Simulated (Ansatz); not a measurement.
CsLiCr2Te2S3:

```
Cs Li Cr Te S
1.0
     3.31929    1.91639    6.87982
    -3.31929    1.91639    6.87982
     0.00000   -3.83279    6.87982
Cs Li Cr Te S
1 1 2 2 3
Cartesian
  0.0000 0.0000 0.0000
  0.0000 0.0000 10.3197
  0.0000 0.0000 16.4802
  0.0000 0.0000 4.1593
  0.0000 0.0000 14.0328
  0.0000 0.0000 6.6067
  -2.4147 0.0000 10.3197
  1.2074 -2.0912 10.3197
  1.2074 2.0912 10.3197
```

The cell was built by a generator and needn't be a form met in nature.

* Program: Ansatz 0.2.0
* Task: relaxation of cell and atoms
* Functional: PBE
* Dispersion: D4
* Potentials or basis: Ansatz PAW
* Cutoff: 420 eV (not typed: the program's choice for these potentials)
* k mesh: 4 × 4 × 4
* Occupations: fermi-dirac, width 0.05 eV
* Spin: collinear spin, ferromagnetic start
* Starting moments: [0.0, 0.0, 3.0, 3.0, 0.0, 0.0, 0.0, 0.0, 0.0] μB

At the start: volume 29.18 Å³/atom.

Question: How do energy, volume and symmetry change on relaxing?

Answer: It ends after 6 steps and the volume is 26.47 Å³/atom (-9.3 %); space group R32 (No. 155, to 0.05 Å); moment 4.00 μB per cell.

The path:
```tsv
step	energy change (eV)	largest force (eV/Å)	volume (Å³)
1	0.0000	0.0128	262.58
2	-0.0068	0.0605	249.32
3	-0.0456	0.0656	235.07
4	-0.0490	0.0677	238.34
5	-0.0498	0.0043	238.23
6	-0.0476	0.0041	238.23
```

Final structure:
```
CELL_PARAMETERS angstrom
3.28248 1.89514 6.38276
-3.28248 1.89514 6.38276
0.00000 -3.79028 6.38275
ATOMIC_POSITIONS crystal
Cs 0.00000 0.00000 0.00000
Li 0.50000 0.50000 0.50000
Cr 0.79550 0.79550 0.79550
Cr 0.20450 0.20450 0.20450
Te 0.66849 0.66849 0.66849
Te 0.33151 0.33151 0.33151
S 0.13792 0.86208 0.50000
S 0.50000 0.13792 0.86208
S 0.86208 0.50000 0.13792
```

Caveat: the plane-wave basis is chosen anew once the cell has moved, so the energies of steps on either side of that aren't comparable; only a ferromagnetic start was run, and an antiferromagnetic order may lie lower in energy; pairwise dispersion overbinds metals, which lowers pressure and volume.
